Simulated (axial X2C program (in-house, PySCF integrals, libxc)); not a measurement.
# A two-component session on SnC⁺: EOM-IP-CCSD levels

Wanted for SnC⁺: EOM-IP-CCSD levels, at the two-component level.

Computed with an in-house X2C program for linear molecules on PySCF integrals. Level: two-component X2C with atomic mean-field terms, Sn dyall-cv3z, C dyall-v3z.

All values are calculated.

### 1 Input

Contents of task.json:

```json
{"zs": [50, 6], "q": 1, "bas": ["dyall-cv3z", "dyall-v3z"], "r0": 1.97, "eom": "ip", "rq": 0, "thr": -2.0, "nmax": 95, "grid": [1, 0.96, 1.045, 0.92, 1.09, 1.15]}
```

Keys: zs atomic numbers; q charge; bas basis sets; r0 starting distance in Å; eom kind of EOM run; thr threshold in hartree for freezing inner shells (an s shell follows its p shell); nmax most natural virtual spinors; grid distances as factors.

The run is started by

```
python soeom.py task.json out
```

Further steps of the session: EOM-IP-CCSD at 2.018 Å.

**Question.** What will these runs give? Wanted: next root led by one particle; T1 of the reference.

As calculated:

| quantity | value |
| --- | --- |
| lowest root at 2.018 Å | Ω = 3/2, 8.464 eV |
| next root led by one particle | Ω = 1/2, about 530 cm⁻¹ higher |
| T1 of the reference | 0.076 |

Removing an electron from the reference determinant of SnC costs 8.46 eV and empties a spinor of 61% C pπ, 33% Sn pπ. The closed-shell reference lies 0.81 eV above the lowest determinant found, so these energies count from an excited configuration. Errors of 0.1 to 0.3 eV are usual at this size, and roots led by higher excitations are left out, so the list is incomplete, and low states of that kind can be missing. T1 or the largest double amplitude of the reference is raised, which lowers the reliability.
